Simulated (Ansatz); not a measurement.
BaGa₂H₂, space group P-3m1: relaxations under a series of pressures, run with Ansatz's Python interface.

`compress.py`:
```python
"""Cell of BaGa2H2 under pressure."""

import ansatz as az
import numpy as np
from pymatgen.core import Lattice, Structure
from pymatgen.io.ase import AseAtomsAdaptor

def edges_and_angles(cell):
    cell = np.asarray(cell)
    a, b, c = np.linalg.norm(cell, axis=1)
    cosines = cell[1] @ cell[2] / (b * c), cell[0] @ cell[2] / (a * c), cell[0] @ cell[1] / (a * b)
    return (a, b, c, *np.degrees(np.arccos(cosines)))


def main() -> None:
    pmg_structure = Structure(
        Lattice([[4.5286, 0.0, 0.0], [-2.2643, 3.92188, 0.0], [0.0, 0.0, 4.8991]]),
        ["Ba", "Ga", "Ga", "H", "H"],
        [
            [0.0, 0.0, 0.0],
            [1 / 3, 2 / 3, 0.468],
            [2 / 3, 1 / 3, 0.532],
            [1 / 3, 2 / 3, 0.1232],
            [2 / 3, 1 / 3, 0.8768],
        ],
    )
    baga2h2 = az.Crystal.from_ase(AseAtomsAdaptor.get_atoms(pmg_structure))

    calculation = baga2h2.calculation()
    calculation = calculation.functional("lda")
    calculation = calculation.kpoints(density=3.1).occupations("fermi_dirac", width=0.1)

    # H = F + PV, with 1 GPa A^3 = 1/160.21766 eV
    rows = []
    for pressure in [0, 2, 4, 6, 8]:
        outcome = calculation.relax(cell=True, pressure=pressure, force_tolerance=0.005).run(threads=1)
        cell = outcome.lattice.cell_ang
        n_atoms = len(outcome.lattice.sites)
        volume = abs(np.linalg.det(cell)) / n_atoms
        enthalpy = outcome.report["free_energy_ev"] / n_atoms + pressure * volume / 160.21766
        rows.append((pressure, volume, enthalpy, *edges_and_angles(cell)))
        print(f"{pressure} GPa done: {volume:.4f} A^3/atom")

    print(" P (GPa)  V (A^3/atom)  H (eV/atom)     a       b       c")
    for row in rows:
        print("{:8.1f} {:12.4f} {:14.5f} {:7.4f} {:7.4f} {:7.4f}".format(*row[:6]))
    p, v = np.array([row[0] for row in rows], float), np.array([row[1] for row in rows])
    print("mean bulk modulus between rows (GPa):", np.round(-np.diff(p) / np.diff(np.log(v)), 1))


if __name__ == "__main__":
    main()
```

Its results, one of them left out:

| P (GPa) | relaxed V (Å³/atom) |
| --- | --- |
| 0 | 16.017 |
| 2 | 15.434 |
| 4 | ? |
| 6 | 14.512 |
| 8 | 14.133 |

What volume does the cell relax to at 4 GPa?

Murnaghan's form V = V0 (1 + B' P / B0)^(-1/B') through the 4 rows shown gives V0 = 16.017 Å³, B0 = 50.5 GPa and B' = 3.62, and so 14.940 Å³ an atom at 4 GPa. The run gave 14.934 Å³, 0.04 % away.

Reading the output:
- At a fixed pressure a relaxation lowers the enthalpy F + PV, while F alone can rise.
- The mesh is modest for a metal, so energies can be off by several to tens of meV an atom and pressures by half a GPa or more; differences at equal mesh fare better.
- The starting cell is as deposited in a crystallographic database; the results hold for this polymorph, which needn't be the stable one.
- Symmetry holds the cell in this phase, whether or not it is the stable one at each pressure.
- Run time: 71 s on 1 thread of Arm Neoverse V2, on a shared host, peak memory 0.5 GiB.
